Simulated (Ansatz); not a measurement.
A nudged elastic band was laid between two geometries of a periodic cell of 17 atoms, TiSi₁₆ (host Si, host structure diamond, interstitial Ti).

Theory: DFT PBE, scalar-relativistic, plane waves, PAW (Ansatz). Settings: PAW set soft_1, cutoff 420 eV, k mesh 2x2x2, gaussian smearing 0.02 eV, no spin polarisation.

| Item | Value |
| --- | --- |
| movable images | 5 |
| climbing image | yes |
| spring | 5.0 eV/Å² |
| optimiser | fire |
| start path | IDPP |
| force threshold | 0.03 eV/Å |
| iteration limit | 64 |
| end points | relaxed |

Image 0:

```xyz
17
Lattice="0.0000 5.4300 5.4300 5.4300 0.0000 5.4300 5.4300 5.4300 0.0000" Properties=species:S:1:pos:R:3
Si 0.007 0.002 0.005
Si 1.359 1.359 1.357
Si 2.760 2.735 -0.044
Si 4.131 4.073 1.399
Si 2.710 0.002 2.708
Si 4.074 1.308 4.070
Si 5.415 2.656 2.731
Si 6.747 4.073 4.014
Si -0.043 2.735 2.759
Si 1.402 4.073 4.129
Si 2.810 5.443 2.808
Si 4.075 6.862 4.074
Si 2.734 2.655 5.411
Si 4.016 4.072 6.745
Si 5.339 5.441 5.337
Si 6.790 6.770 6.787
Ti 6.789 4.111 6.787
```

Image 6:

```xyz
17
Lattice="0.0000 5.4300 5.4300 5.4300 0.0000 5.4300 5.4300 5.4300 0.0000" Properties=species:S:1:pos:R:3
Si -0.022 -0.020 -0.019
Si 1.296 1.298 1.293
Si 2.704 2.706 -0.034
Si 4.112 4.113 1.319
Si 2.705 -0.029 2.704
Si 4.114 1.322 4.115
Si 5.467 2.725 2.725
Si 6.772 4.098 4.094
Si -0.031 2.707 2.704
Si 1.320 4.115 4.115
Si 2.722 5.468 2.724
Si 4.095 6.774 4.093
Si 2.724 2.726 5.468
Si 4.095 4.098 6.772
Si 5.442 5.445 5.441
Si 6.783 6.785 6.783
Ti 8.135 2.707 8.136
```

What changes between the two ends?

Contacts lost: Si8–Ti17, Si14–Ti17, Si15–Ti17, Si16–Ti17. Contacts made: Si5–Ti17, Si6–Ti17, Si7–Ti17, Si13–Ti17. The atom that moves furthest is Ti17, by 2.37 Å.

What energy profile does the band end with?

The run converged. The highest image is number 3 of 0 to 6, 1.73 eV above the first end and 1.73 eV above the last; the last end lies 0.00 eV above the first. By the program's own check the climbing image is of a kind that is not told: the force calls were inconclusive, a negative curvature could not be distinguished from the path's own, the only one lies far off the path, or fixed occupations may fill a level only in part (lowest curvatures found: -2.52 and 0.02 eV/Å²). Limits of this set-up: coarse k mesh.

| image | path coordinate (Å) | energy (eV) | Si8–Ti17 (Å) | Si14–Ti17 (Å) | Si15–Ti17 (Å) |
| --- | --- | --- | --- | --- | --- |
| 0 | 0.00 | 0.00 | 2.77 | 2.77 | 2.44 |
| 1 | 0.53 | 0.09 | 2.83 | 2.83 | 2.43 |
| 2 | 1.06 | 1.04 | 3.13 | 3.14 | 2.76 |
| 3 | 1.60 | 1.73 | 3.52 | 3.53 | 3.31 |
| 4 | 2.09 | 1.13 | 3.91 | 3.92 | 3.81 |
| 5 | 2.59 | 0.16 | 4.30 | 4.30 | 4.31 |
| 6 | 3.08 | 0.00 | 4.48 | 4.48 | 4.69 |

What is the geometry of the highest image?


```xyz
17
Lattice="0.0000 5.4300 5.4300 5.4300 0.0000 5.4300 5.4300 5.4300 0.0000" Properties=species:S:1:pos:R:3
Si -0.133 0.122 -0.137
Si 1.269 1.236 1.266
Si 2.791 2.645 -0.137
Si 4.209 4.144 1.281
Si 2.663 0.005 2.664
Si 3.946 1.481 3.947
Si 5.441 2.751 2.675
Si 6.827 4.039 4.062
Si -0.133 2.644 2.788
Si 1.284 4.144 4.206
Si 2.806 5.552 2.803
Si 4.208 6.667 4.205
Si 2.674 2.750 5.442
Si 4.061 4.039 6.828
Si 5.555 5.308 5.556
Si 6.838 6.784 6.839
Ti 7.468 3.394 7.465
```

The run took 19 min on 1 thread of Arm Neoverse V2, with other jobs on the host, peak memory 0.91 GiB.
